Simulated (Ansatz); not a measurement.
**BP with a defect (P vacancy): a single-point run**

Aim: the field gradients at the nuclei of BP with a defect (P vacancy), from a sound single-point run.

Program: Ansatz 0.2.0. Level of theory: Kohn-Sham DFT, with the functional, basis and potentials that each input names (as first typed). These are calculated values, not measurements.

### 1 The starting structure

The structure is cubic, space group F-43m (No. 216). The conventional cell has a = 13.614 Å, b = 13.614 Å, c = 13.614 Å, α = 90.00°, β = 90.00°, γ = 90.00°. B (site symmetry 3m) is surrounded by 3 P at 1.97 Å. Around B (site symmetry 2mm) lie 4 P at 1.97 Å. Around B (site symmetry m) lie 4 P at 1.97 Å. B (site symmetry -43m) is surrounded by 4 P at 1.97 Å. B (site symmetry 3m) is surrounded by 4 P at 1.97 Å. Around P (site symmetry m) lie 4 B at 1.97 Å. P (site symmetry 3m) is surrounded by 4 B at 1.97 Å. Only part of the 9 independent sites is listed.

The input asks for a charge of +3 e on the cell.

Structure file:

```cif
data_structure
_symmetry_space_group_name_H-M 'P 1'
_symmetry_Int_Tables_number 1
_cell_length_a 9.6266
_cell_length_b 9.6266
_cell_length_c 9.6266
_cell_angle_alpha 60.000
_cell_angle_beta 60.000
_cell_angle_gamma 60.000
_cell_volume 630.81
loop_
_atom_site_label
_atom_site_type_symbol
_atom_site_fract_x
_atom_site_fract_y
_atom_site_fract_z
_atom_site_occupancy
B1 B 0.00000 0.00000 0.00000 1
B2 B 0.00000 0.00000 0.33333 1
B3 B 0.00000 0.00000 0.66667 1
B4 B 0.00000 0.33333 0.00000 1
B5 B 0.00000 0.33333 0.33333 1
B6 B 0.00000 0.33333 0.66667 1
B7 B 0.00000 0.66667 0.00000 1
B8 B 0.00000 0.66667 0.33333 1
B9 B 0.00000 0.66667 0.66667 1
B10 B 0.33333 0.00000 0.00000 1
B11 B 0.33333 0.00000 0.33333 1
B12 B 0.33333 0.00000 0.66667 1
B13 B 0.33333 0.33333 0.00000 1
B14 B 0.33333 0.33333 0.33333 1
B15 B 0.33333 0.33333 0.66667 1
B16 B 0.33333 0.66667 0.00000 1
B17 B 0.33333 0.66667 0.33333 1
B18 B 0.33333 0.66667 0.66667 1
B19 B 0.66667 0.00000 0.00000 1
B20 B 0.66667 0.00000 0.33333 1
B21 B 0.66667 0.00000 0.66667 1
B22 B 0.66667 0.33333 0.00000 1
B23 B 0.66667 0.33333 0.33333 1
B24 B 0.66667 0.33333 0.66667 1
B25 B 0.66667 0.66667 0.00000 1
B26 B 0.66667 0.66667 0.33333 1
B27 B 0.66667 0.66667 0.66667 1
P1 P 0.08333 0.08333 0.41667 1
P2 P 0.08333 0.08333 0.75000 1
P3 P 0.08333 0.41667 0.08333 1
P4 P 0.08333 0.41667 0.41667 1
P5 P 0.08333 0.41667 0.75000 1
P6 P 0.08333 0.75000 0.08333 1
P7 P 0.08333 0.75000 0.41667 1
P8 P 0.08333 0.75000 0.75000 1
P9 P 0.41667 0.08333 0.08333 1
P10 P 0.41667 0.08333 0.41667 1
P11 P 0.41667 0.08333 0.75000 1
P12 P 0.41667 0.41667 0.08333 1
P13 P 0.41667 0.41667 0.41667 1
P14 P 0.41667 0.41667 0.75000 1
P15 P 0.41667 0.75000 0.08333 1
P16 P 0.41667 0.75000 0.41667 1
P17 P 0.41667 0.75000 0.75000 1
P18 P 0.75000 0.08333 0.08333 1
P19 P 0.75000 0.08333 0.41667 1
P20 P 0.75000 0.08333 0.75000 1
P21 P 0.75000 0.41667 0.08333 1
P22 P 0.75000 0.41667 0.41667 1
P23 P 0.75000 0.41667 0.75000 1
P24 P 0.75000 0.75000 0.08333 1
P25 P 0.75000 0.75000 0.41667 1
P26 P 0.75000 0.75000 0.75000 1
```

### 2 The calculation

The input, input.yaml:

```yaml
crystal:
  lattice:
    - [0.0, 6.807, 6.807]
    - [6.807, 0.0, 6.807]
    - [6.807, 6.807, 0.0]
  atoms:
    - { symbol: B, position: [0.0, 0.0, 0.0] }
    - { symbol: B, position: [0.0, 0.0, 0.3333333333] }
    - { symbol: B, position: [0.0, 0.0, 0.6666666667] }
    - { symbol: B, position: [0.0, 0.3333333333, 0.0] }
    - { symbol: B, position: [0.0, 0.3333333333, 0.3333333333] }
    - { symbol: B, position: [0.0, 0.3333333333, 0.6666666667] }
    - { symbol: B, position: [0.0, 0.6666666667, 0.0] }
    - { symbol: B, position: [0.0, 0.6666666667, 0.3333333333] }
    - { symbol: B, position: [0.0, 0.6666666667, 0.6666666667] }
    - { symbol: B, position: [0.3333333333, 0.0, 0.0] }
    - { symbol: B, position: [0.3333333333, 0.0, 0.3333333333] }
    - { symbol: B, position: [0.3333333333, 0.0, 0.6666666667] }
    - { symbol: B, position: [0.3333333333, 0.3333333333, 0.0] }
    - { symbol: B, position: [0.3333333333, 0.3333333333, 0.3333333333] }
    - { symbol: B, position: [0.3333333333, 0.3333333333, 0.6666666667] }
    - { symbol: B, position: [0.3333333333, 0.6666666667, 0.0] }
    - { symbol: B, position: [0.3333333333, 0.6666666667, 0.3333333333] }
    - { symbol: B, position: [0.3333333333, 0.6666666667, 0.6666666667] }
    - { symbol: B, position: [0.6666666667, 0.0, 0.0] }
    - { symbol: B, position: [0.6666666667, 0.0, 0.3333333333] }
    - { symbol: B, position: [0.6666666667, 0.0, 0.6666666667] }
    - { symbol: B, position: [0.6666666667, 0.3333333333, 0.0] }
    - { symbol: B, position: [0.6666666667, 0.3333333333, 0.3333333333] }
    - { symbol: B, position: [0.6666666667, 0.3333333333, 0.6666666667] }
    - { symbol: B, position: [0.6666666667, 0.6666666667, 0.0] }
    - { symbol: B, position: [0.6666666667, 0.6666666667, 0.3333333333] }
    - { symbol: B, position: [0.6666666667, 0.6666666667, 0.6666666667] }
    - { symbol: P, position: [0.0833333333, 0.0833333333, 0.4166666667] }
    - { symbol: P, position: [0.0833333333, 0.0833333333, 0.75] }
    - { symbol: P, position: [0.0833333333, 0.4166666667, 0.0833333333] }
    - { symbol: P, position: [0.0833333333, 0.4166666667, 0.4166666667] }
    - { symbol: P, position: [0.0833333333, 0.4166666667, 0.75] }
    - { symbol: P, position: [0.0833333333, 0.75, 0.0833333333] }
    - { symbol: P, position: [0.0833333333, 0.75, 0.4166666667] }
    - { symbol: P, position: [0.0833333333, 0.75, 0.75] }
    - { symbol: P, position: [0.4166666667, 0.0833333333, 0.0833333333] }
    - { symbol: P, position: [0.4166666667, 0.0833333333, 0.4166666667] }
    - { symbol: P, position: [0.4166666667, 0.0833333333, 0.75] }
    - { symbol: P, position: [0.4166666667, 0.4166666667, 0.0833333333] }
    - { symbol: P, position: [0.4166666667, 0.4166666667, 0.4166666667] }
    - { symbol: P, position: [0.4166666667, 0.4166666667, 0.75] }
    - { symbol: P, position: [0.4166666667, 0.75, 0.0833333333] }
    - { symbol: P, position: [0.4166666667, 0.75, 0.4166666667] }
    - { symbol: P, position: [0.4166666667, 0.75, 0.75] }
    - { symbol: P, position: [0.75, 0.0833333333, 0.0833333333] }
    - { symbol: P, position: [0.75, 0.0833333333, 0.4166666667] }
    - { symbol: P, position: [0.75, 0.0833333333, 0.75] }
    - { symbol: P, position: [0.75, 0.4166666667, 0.0833333333] }
    - { symbol: P, position: [0.75, 0.4166666667, 0.4166666667] }
    - { symbol: P, position: [0.75, 0.4166666667, 0.75] }
    - { symbol: P, position: [0.75, 0.75, 0.0833333333] }
    - { symbol: P, position: [0.75, 0.75, 0.4166666667] }
    - { symbol: P, position: [0.75, 0.75, 0.75] }
total_charge: 3
kpoints:
  mp_grid: { grid: [3, 3, 3] }
scf:
  occupations: { method: fermi_dirac, width: 0.01 }
  max_iter: 75
hamiltonian:
  xc: pbe
  pseudopotentials: { kind: paw }
  hubbard: { sites: [{ species: P, l: p, u_eff: 20.0 }] }
output:
  forces: true
  stress: true
  populations: true
  efg: { quadrupole_moments_barn: { B: 0.04059 }, contact_densities: true }
```

On the command line:

```bash
ansatz run input.yaml --threads 1 --pin off --max-ram 3072MiB --backend cpu --events-out ev --progress --plain --runs-dir out
```

What happens when this is run?

The run converged and reported no error, with warnings (filled band counts differ across k points). Convergence says nothing about whether the input makes sense.

In the input, hamiltonian.hubbard.sites is [{species: P, l: p, u_eff: 20.0}]. A U of this value distorts the shell's occupations and the levels near the Fermi energy.

The test: delete hamiltonian.hubbard.sites.
